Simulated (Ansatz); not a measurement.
# LiCu (rocksalt type): a single-point run

Aim: a sound single-point run of LiCu (rocksalt type). The structure is shown as the input types it.

Program: Ansatz 0.2.0. Level of theory: DFT, PBE, all-electron LAPW, scalar-relativistic. These are calculated values, not measurements.

## Step 1: Starting point

Symmetry: Fm-3m, No. 225, cubic system. Conventional cell: a = 4.147 Å, b = 4.147 Å, c = 4.147 Å, α = 90.00°, β = 90.00°, γ = 90.00°. Li (site symmetry m-3m) has 6 Cu at 2.07 Å as nearest neighbours. Around Cu (site symmetry m-3m) lie 6 Li at 2.07 Å.

The input asks for a charge of +10 e on the cell.

Coordinates:

```
Li Cu
1.0
     0.00000    2.07347    2.07347
     2.07347    0.00000    2.07347
     2.07347    2.07347    0.00000
Li Cu
1 1
Direct
  0.00000 0.00000 0.00000
  0.50000 0.50000 0.50000
```

## Step 2: The calculation

Contents of input.yaml:

```yaml
crystal:
  lattice:
    - [0.0, 2.0734659548, 2.0734659548]
    - [2.0734659548, 0.0, 2.0734659548]
    - [2.0734659548, 2.0734659548, 0.0]
  atoms:
    - { symbol: Li, position: [0.0, 0.0, 0.0] }
    - { symbol: Cu, position: [0.5, 0.5, 0.5] }
kpoints:
  mp_grid: { grid: [14, 14, 14] }
  band_path:
    path:
      - [0.0, 0.0, 0.0]
      - [0.5, 0.0, 0.5]
      - [0.625, 0.25, 0.625]
      - [0.375, 0.375, 0.75]
      - [0.0, 0.0, 0.0]
      - [0.5, 0.5, 0.5]
      - [0.5, 0.25, 0.75]
      - [0.5, 0.0, 0.5]
    npoints: 8
scf:
  occupations: { method: fermi_dirac, width: 0.05 }
  max_iter: 75
hamiltonian:
  xc: pbe
  pseudopotentials: { kind: all_electron, lapw: { basis_error: 0.0005 } }
output:
  forces: true
  stress: true
  eigenvalues: true
  populations: true
total_charge: 10
```

Launch:

```sh
ansatz run input.yaml --threads 1 --pin off --max-ram 2048MiB --backend cpu --events-out ev --progress --plain --runs-dir out
```

**Question.** How will this run end, and is anything wrong with its input?

The program finished normally. It gives a pressure of 109 GPa, which is large; a structure far from rest gives such values too, whatever the setting.

Look at the input: total_charge is 10. The typed charge changes the electron count, so this is no longer the system that was meant.

Run again and compare: delete total_charge (the default then holds).
